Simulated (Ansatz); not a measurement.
# BN: the cost of one run

Program: Ansatz 0.2.0. Level of theory: DFT LDA, all-electron LAPW, scalar-relativistic unless said. These are calculated values, not measurements.

The COD entry's cell or inner coordinates are ideal or old and differ from later refinements, so a difference from it is no clean test against experiment.

## 1. The structure to begin with

Symmetry: P6_3/mmc, No. 194, hexagonal system. Conventional cell: a = 2.489 Å, b = 2.489 Å, c = 6.494 Å, α = 90.00°, β = 90.00°, γ = 120.00°. B (site symmetry -6m2) is surrounded by 3 N at 1.44 Å. N (site symmetry -6m2) is surrounded by 3 B at 1.44 Å.

As a file:

```cif
data_structure
_symmetry_space_group_name_H-M 'P 1'
_symmetry_Int_Tables_number 1
_cell_length_a 2.4889
_cell_length_b 2.4889
_cell_length_c 6.4945
_cell_angle_alpha 90.000
_cell_angle_beta 90.000
_cell_angle_gamma 120.000
_cell_volume 34.84
loop_
_atom_site_label
_atom_site_type_symbol
_atom_site_fract_x
_atom_site_fract_y
_atom_site_fract_z
_atom_site_occupancy
B1 B 0.33333 0.66667 0.25000 1
B2 B 0.66667 0.33333 0.75000 1
N1 N 0.33333 0.66667 0.75000 1
N2 N 0.66667 0.33333 0.25000 1
```

Cartesian axes are those of the input's lattice vectors. The structure goes back to a database entry.

## 2. Reference run, LAPW

The input, input.yaml:

```yaml
crystal:
  lattice:
    - [2.48894156164, 0.0, 0.0]
    - [-1.24447078082, 2.15548662092, 0.0]
    - [0.0, 0.0, 6.49448800732]
  atoms:
    - { symbol: B, position: [0.333333333333, 0.666666666667, 0.25] }
    - { symbol: B, position: [0.666666666667, 0.333333333333, 0.75] }
    - { symbol: "N", position: [0.333333333333, 0.666666666667, 0.75] }
    - { symbol: "N", position: [0.666666666667, 0.333333333333, 0.25] }
kpoints:
  mp_grid: { grid: [8, 8, 4] }
scf:
  occupations: { method: fixed }
hamiltonian:
  xc: lda
  pseudopotentials: { kind: all_electron, lapw: { basis_error: 0.001 } }
phonons:
  supercell: [1, 1, 1]
```

Started as:

```bash
$ ansatz run input.yaml --threads 1 --pin off --max-ram 3072MiB --backend cpu --events-out ev --progress --plain --runs-dir out
```

Q: Estimate wall time and peak memory on 1 thread of Arm Neoverse V1, shared host.

About 2.5 min, with a peak of 0.59 GiB.
